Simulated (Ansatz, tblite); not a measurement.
# The cluster Zn₆H₁₈O₆: a ladder of methods and basis sets

How do method and basis change the picture of the cluster Zn₆H₁₈O₆ (singlet)?

Program: Ansatz 0.2.0, Gaussian basis. Level of theory: as each input shows. These are calculated values, not measurements.

Levels to be run: GFN1-xTB, GFN2-xTB, PBE-D4/def2-TZVP, r2SCAN-D4/def2-TZVP, PBE-D4/def2-SVP, PBE0-D4/def2-SVP.

1 further run of the same task is left out (set aside as unsound or not needed).

### Step 1. The relaxed structure

The geometry is that of the singlet, from an earlier relaxation (PBE-D4/def2-SVP).

30 atoms, charge 0, spin multiplicity 1.

Bond lengths: O1–Zn2 2.045 Å, O1–Zn3 2.120 Å, O1–Zn7 2.046 Å, O1–H14 0.978 Å, Zn2–O4 2.137 Å, Zn2–O5 2.046 Å, Zn2–H15 1.557 Å, Zn3–O4 2.046 Å, Zn3–O8 2.046 Å, Zn3–H17 1.558 Å, O4–Zn6 2.046 Å, O4–H18 0.977 Å, O5–Zn6 2.120 Å, O5–Zn10 2.046 Å, O5–H19 0.978 Å, Zn6–O12 2.046 Å, Zn6–H22 1.558 Å, Zn7–O8 2.135 Å and more. Angles: Zn2–O1–Zn3 95.7°, Zn2–O1–Zn7 135.4°, Zn2–O1–H14 108.0°, Zn3–O1–Zn7 95.6°, Zn3–O1–H14 111.2°, Zn7–O1–H14 107.7°, O1–Zn2–O4 82.5°, O1–Zn2–O5 104.2°, O1–Zn2–H15 123.6°, O4–Zn2–O5 82.5°, O4–Zn2–H15 128.1°, O5–Zn2–H15 123.6°, O1–Zn3–O4 82.9°, O1–Zn3–O8 82.9°, O1–Zn3–H17 128.3°, O4–Zn3–O8 105.0°, O4–Zn3–H17 123.0°, O8–Zn3–H17 123.0° and more.

PBE0-D4/def2-TZVP was run before; its log isn't repeated, and its numbers join the tables.

### Step 2. GFN1-xTB

Tight binding, by tblite at 300 K electronic temperature and without a spin-polarisation term:

```python
tblite.interface.Calculator('GFN1-xTB', numbers, positions, charge=0, uhf=0).singlepoint()
```

Energy -1160.9337 eV, HOMO -10.39 eV, LUMO -4.78 eV; 0.026 s.

### Step 3. GFN2-xTB

Tight binding, by tblite at 300 K electronic temperature and without a spin-polarisation term:

```python
tblite.interface.Calculator('GFN2-xTB', numbers, positions, charge=0, uhf=0).singlepoint()
```

Energy -1011.8151 eV, HOMO -11.59 eV, LUMO -6.30 eV; 0.017 s.

### Step 4. PBE-D4/def2-TZVP

start.molden holds the orbitals of an earlier run on this state, given as this run's starting guess.

in.yaml reads:

```yaml
crystal:
  periodic: [false, false, false]
  atoms:
    - {symbol: O, position_ang: [-0.018470, -1.857294, -0.836668]}
    - {symbol: Zn, position_ang: [-1.908226, -1.079240, -0.917917]}
    - {symbol: Zn, position_ang: [-0.013543, -2.175824, 1.258937]}
    - {symbol: O, position_ang: [-1.632888, -0.927112, 1.195457]}
    - {symbol: O, position_ang: [-1.621968, 0.944538, -0.829363]}
    - {symbol: Zn, position_ang: [-1.888018, 1.101656, 1.267849]}
    - {symbol: Zn, position_ang: [1.876652, -1.092131, -0.927507]}
    - {symbol: O, position_ang: [1.614058, -0.937401, 1.185981]}
    - {symbol: O, position_ang: [1.606684, 0.933954, -0.839291]}
    - {symbol: Zn, position_ang: [-0.003831, 2.192504, -0.921514]}
    - {symbol: Zn, position_ang: [1.887496, 1.089341, 1.255901]}
    - {symbol: O, position_ang: [0.001897, 1.880869, 1.192598]}
    - {symbol: H, position_ang: [0.065026, -4.723210, -0.365356]}
    - {symbol: H, position_ang: [-0.019645, -2.705625, -1.322625]}
    - {symbol: H, position_ang: [-3.084161, -1.749329, -1.687889]}
    - {symbol: H, position_ang: [0.090225, -5.071839, -1.052826]}
    - {symbol: H, position_ang: [-0.014897, -3.529902, 2.029614]}
    - {symbol: H, position_ang: [-2.353024, -1.339853, 1.709903]}
    - {symbol: H, position_ang: [-2.361815, 1.372643, -1.304233]}
    - {symbol: H, position_ang: [-4.100101, 2.334674, -0.382500]}
    - {symbol: H, position_ang: [-4.408942, 2.494343, -1.070948]}
    - {symbol: H, position_ang: [-3.057556, 1.782430, 2.039945]}
    - {symbol: H, position_ang: [3.041376, -1.771110, -1.706466]}
    - {symbol: H, position_ang: [2.333326, -1.355666, 1.697155]}
    - {symbol: H, position_ang: [2.342946, 1.354343, -1.326169]}
    - {symbol: H, position_ang: [4.119008, 2.315630, -0.373463]}
    - {symbol: H, position_ang: [-0.002771, 3.544645, -1.693989]}
    - {symbol: H, position_ang: [3.064639, 1.760971, 2.024500]}
    - {symbol: H, position_ang: [4.430769, 2.479355, -1.059523]}
    - {symbol: H, position_ang: [0.006256, 2.711741, 1.705607]}
basis:
  gaussian: {orbitals: def2-TZVP, fitting: {mean_field: def2-universal-jkfit}, initial_orbitals: start.molden}
hamiltonian: {xc: pbe, dispersion: d4}
scf: {omitted_lower_state_checks: [starts]}
output: {forces: true, orbitals: {seedname: orbitals}}
```

Launch:

```bash
$ ansatz run in.yaml --threads 2 --pin off --events-out ev --progress --plain --max-ram 31744MiB --backend cuda --devices 0, --max-vram 18GiB
```

The runs that follow: r2SCAN-D4/def2-TZVP; PBE-D4/def2-SVP; PBE0-D4/def2-SVP.

Q: Predict the results of all the runs planned. Wanted: gap in def2-TZVP, named functionals, smallest and largest; binding an atom, functionals in def2-TZVP; PBE0 total energy, smallest basis above largest.

**Answer**, as computed:

```
                                                 quantity                                  value
gap in def2-TZVP, named functionals, smallest and largest    4.86 eV (PBE-D4), 7.00 eV (PBE0-D4)
                binding an atom, functionals in def2-TZVP  2.71 (PBE0-D4) to 2.81 eV (r2SCAN-D4)
          PBE0 total energy, smallest basis above largest         55.70 eV (def2-SVP, def2-TZVP)
```

In words: Orbital gaps of the named functionals in def2-TZVP span 4.86 eV (PBE-D4) to 7.00 eV (PBE0-D4); exact exchange widens it.
